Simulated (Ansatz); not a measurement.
# CH3Cl3Sn: one species, many methods

How much do the methods differ for CH3Cl3Sn? The plan is to run it at one geometry with functionals of several rungs and with coupled cluster. The yardstick is the atomisation energy at the CCSD(T) limit.

Method: functionals in def2-TZVPP, the program's frozen cores in correlated methods; program: Ansatz 0.2.0, Gaussian basis.

Levels to be run: LDA (SPW92), PBE-D4, revPBE-D4, BLYP-D4, r2SCAN-D4, B97M-V, PBE0-D4, B3LYP-D4, r2SCANh-D4, r2SCAN0-D4, HSE06-D4, BHLYP-D4, CAM-B3LYP-D4, LC-ωPBE, ωB97X-V, ωB97M-V, B2PLYP, PBE-QIDH; CCSD(T)/def2-SVP; CCSD(T)/def2-TZVPP; MP2/def2-QZVPP; extrapolation to the limit; RPA on PBE.

## Step 1: Structure used throughout

All runs share one geometry, relaxed beforehand with PBE0-D4 in a triple-zeta def2 set. Sn takes the def2 core potential; no spin-orbit term is included.

SMILES `[CH3][Sn]([Cl])([Cl])[Cl]`, 8 atoms, charge 0, spin multiplicity 1.

Atoms are counted from 1 here; the program's logs count them from 0.

Bond lengths: C1–Sn2 2.113 Å, C1–H6 1.089 Å, C1–H7 1.089 Å, C1–H8 1.089 Å, Sn2–Cl3 2.309 Å, Sn2–Cl4 2.309 Å, Sn2–Cl5 2.309 Å. Angles: Sn2–C1–H6 108.5°, Sn2–C1–H7 108.5°, Sn2–C1–H8 108.5°, H6–C1–H7 110.4°, H6–C1–H8 110.5°, H7–C1–H8 110.4°, C1–Sn2–Cl3 112.0°, C1–Sn2–Cl4 112.1°, C1–Sn2–Cl5 112.0°, Cl3–Sn2–Cl4 106.8°, Cl3–Sn2–Cl5 106.8°, Cl4–Sn2–Cl5 106.8°.

## Step 2: LDA

This LDA is Slater exchange with PW92 correlation.

File in.yaml:

```yaml
crystal:
  periodic: [false, false, false]
  atoms:
    - {symbol: C, position_ang: [-0.867851, -0.274914, 0.843304]}
    - {symbol: Sn, position_ang: [0.616081, 0.176910, -0.591627]}
    - {symbol: Cl, position_ang: [2.491729, -1.147107, -0.345052]}
    - {symbol: Cl, position_ang: [-0.141471, -0.135826, -2.750355]}
    - {symbol: Cl, position_ang: [1.324089, 2.369859, -0.444740]}
    - {symbol: H, position_ang: [-1.171052, -1.312402, 0.711235]}
    - {symbol: H, position_ang: [-0.445139, -0.125457, 1.835651]}
    - {symbol: H, position_ang: [-1.714285, 0.391839, 0.685985]}
basis:
  gaussian: {orbitals: def2-TZVPP}
hamiltonian: {xc: lda}
output: {orbitals: {seedname: orbitals}}
```

On the command line:

```bash
> ansatz run in.yaml --threads 4 --pin off --events-out ev --progress --plain --max-ram 10444MiB
```

After this run come: PBE-D4 (GGA); revPBE-D4 (GGA); BLYP-D4 (GGA); r2SCAN-D4 (meta-GGA); B97M-V (meta-GGA); B3LYP-D4 (hybrid); r2SCANh-D4 (hybrid); r2SCAN0-D4 (hybrid); HSE06-D4 (hybrid); BHLYP-D4 (hybrid); CAM-B3LYP-D4 (range-separated); LC-ωPBE (range-separated); ωB97X-V (range-separated); ωB97M-V (range-separated); B2PLYP (double hybrid); PBE-QIDH (double hybrid); CCSD(T) in def2-SVP; CCSD(T) in def2-TZVPP; MP2 in def2-QZVPP; RPA on PBE orbitals.

Before running them: what should the planned runs give, taken together? Wanted: atomisation energy, CCSD(T)/CBS; farthest beyond LDA; mean size of error, GGA; mean size of error, meta-GGA; mean size of error, hybrid; mean size of error, range-separated; mean size of error, double hybrid; gap, smallest and largest; T1 diagnostic.

**Answer**, as computed:

| quantity | value |
| --- | --- |
| atomisation energy, CCSD(T)/CBS | 615.5 kcal/mol |
| functionals within 6.2 kcal/mol (1.0 %) | PBE-D4, r2SCAN-D4, PBE0-D4, r2SCANh-D4, HSE06-D4, ωB97X-V, ωB97M-V |
| farthest beyond LDA | BHLYP-D4 (-25.6 kcal/mol) |
| mean size of error, GGA | 11.3 kcal/mol |
| mean size of error, meta-GGA | 4.1 kcal/mol |
| mean size of error, hybrid | 10.7 kcal/mol |
| mean size of error, range-separated | 7.9 kcal/mol |
| mean size of error, double hybrid | 12.8 kcal/mol |
| gap, smallest and largest | 4.67 eV (LDA (SPW92)), 12.03 eV (LC-ωPBE) |
| T1 diagnostic | 0.0105 |
| triples share of the correlation energy | 3.8 % |

What this shows: The LDA atomisation energy is off by 79.5 kcal/mol (13 %): it overbinds. PBE-D4 misses by +3.2 kcal/mol. Double hybrids carry the basis error of their MP2 part in triple zeta, and no dispersion term here, so their miss is partly the set-up's. By mean error the best rung here is meta-GGA (4.1 kcal/mol) and the worst beyond LDA is double hybrid (12.8 kcal/mol). Misses under about 6.2 kcal/mol are within the doubt on the reference itself, which lacks core-valence correlation, spin-orbit coupling and higher excitations, and its outer-core shells are covered unevenly. All levels share the lack of spin-orbit coupling, which lowers the free heavy atoms and so the true binding. Hartree-Fock recovers 73 % of the binding; the rest is correlation. CCSD(T) in def2-SVP is off by -51.9 kcal/mol, worse than the median functional, from the basis alone. The gap grows from 4.7 to 12.0 eV across the functionals, mostly with the share of exact exchange. Correlated methods include outer-core shells of Sn, which these sets cover unevenly.
